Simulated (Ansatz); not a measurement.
**ClFMoO₂: basis-set convergence**

The task here is to estimate one member of a computed series from the others.

The runs use Ansatz 0.2.0, Gaussian basis; one geometry, several basis sets.

Plan: PBE0-D4/def2-SVP; ωB97M-V/def2-SVP; PBE0-D4/def2-QZVPP; ωB97M-V/def2-QZVPP; the functionals' def2-TZVPP values are taken from earlier runs.

### The geometry

An earlier PBE0-D4 in a triple-zeta def2 set relaxation fixed the geometry. Mo takes the def2 core potential; no spin-orbit term is included.

SMILES `[O]=[Mo](=[O])([F])[Cl]`, 5 atoms, charge 0, spin multiplicity 1.

Atoms are counted from 1 here; the program's logs count them from 0.

Bond lengths: O1–Mo2 1.663 Å, Mo2–O3 1.663 Å, Mo2–F4 1.836 Å, Mo2–Cl5 2.242 Å. Angles: O1–Mo2–O3 106.6°, O1–Mo2–F4 110.1°, O1–Mo2–Cl5 109.2°, O3–Mo2–F4 110.1°, O3–Mo2–Cl5 109.2°, F4–Mo2–Cl5 111.5°.

The first run:

in.yaml reads:

```yaml
crystal:
  periodic: [false, false, false]
  atoms:
    - {symbol: O, position_ang: [-0.550499, -0.162399, 1.591086]}
    - {symbol: Mo, position_ang: [0.006268, -0.103759, 0.025437]}
    - {symbol: O, position_ang: [1.496361, -0.841528, 0.023675]}
    - {symbol: F, position_ang: [-1.144242, -1.004011, -1.086958]}
    - {symbol: Cl, position_ang: [0.242013, 2.037996, -0.594639]}
basis:
  gaussian: {orbitals: def2-SVP}
hamiltonian: {xc: pbe0, dispersion: d4}
output: {orbitals: {seedname: orbitals}}
```

Command:

```bash
> ansatz run in.yaml --threads 4 --pin off --events-out ev --progress --plain --max-ram 10444MiB
```

Steps of the session up to this table: PBE0-D4 in def2-SVP; ωB97M-V in def2-SVP; PBE0-D4 in def2-QZVPP; ωB97M-V in def2-QZVPP.

One table of the session follows, with a row left open; its other results are not shown here.

It belongs to the step «Functionals by basis». 

| functional | basis | HOMO (eV) | LUMO (eV) |
| --- | --- | --- | --- |
| PBE0-D4 | def2-SVP | -10.03 | -3.56 |
| PBE0-D4 | def2-TZVPP | -10.00 | -3.51 |
| PBE0-D4 | def2-QZVPP | -10.00 | -3.51 |
| ωB97M-V | def2-SVP | -12.28 | -1.39 |
| ωB97M-V | def2-TZVPP | ? | ? |
| ωB97M-V | def2-QZVPP | -12.31 | -1.38 |

Q: Estimate the row for ωB97M-V, def2-TZVPP from the others.

As computed: HOMO (eV): -12.30; LUMO (eV): -1.36. In the column «HOMO (eV)» it lies between ωB97M-V, def2-QZVPP (-12.31) and ωB97M-V, def2-SVP (-12.28).
